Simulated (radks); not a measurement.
# The Coulomb parameter U of the 4f shell of Nd²⁺

The task here is to estimate one member of a computed series from the others.

Method: scalar-relativistic Kohn-Sham, LDA (Slater exchange, Perdew-Wang correlation), spin-unpolarised, spherical densities, finite nucleus. Code: radks (a radial shooting solver on a logarithmic mesh, Libxc functionals) version 1.

### Starting point

| Property | Result |
| --- | --- |
| element | neodymium (Z = 60) |
| charge | +2 |
| electrons | 58 |
| configuration | [Xe] 4f3 5d1 |
| nuclear rms radius | 4.9123 fm |

Outer shells as boxes (Hund's rule):

Nd²⁺
```
[Xe] core
4f [↑ ][↑ ][↑ ][  ][  ][  ][  ]
5d [↑ ][  ][  ][  ][  ]
```

Set-up of the first run:

The run's settings:

```text
Z 60
configuration [Xe] 4f3 5d1
relativity scalar-relativistic
functional lda,pw
spin unpolarised
nucleus finite rms 4.9123 fm
c 137.035999084
```

Among the steps run: Start: [Xe] 4f3 5d1.

One table of the session follows, with a row left open; its other results are not shown here.

It belongs to the step «Start: [Xe] 4f3 5d1». Sizes of the orbitals, from the radial functions (bohr):

```
level     <r>  outermost maximum (interpolated)  90 % within  nodes
   3d  0.2419                             0.196        0.378      0
   4s       ?                                 ?            ?      ?
   4p  0.6420                             0.589        0.934      2
   4d  0.7036                             0.617         1.06      1
   5s   1.444                              1.30         2.08      4
   5p   1.672                              1.47         2.44      3
   4f  0.9879                             0.650         1.69      0
   5d   2.460                              2.01         3.74      2
```

Estimate the missing values for 4s.

The run gave: <r>: 0.6067; outermost maximum (interpolated): 0.565; 90 % within: 0.872; nodes: 3. In the column «<r>» it lies between 3d (0.2419) and 4p (0.6420).
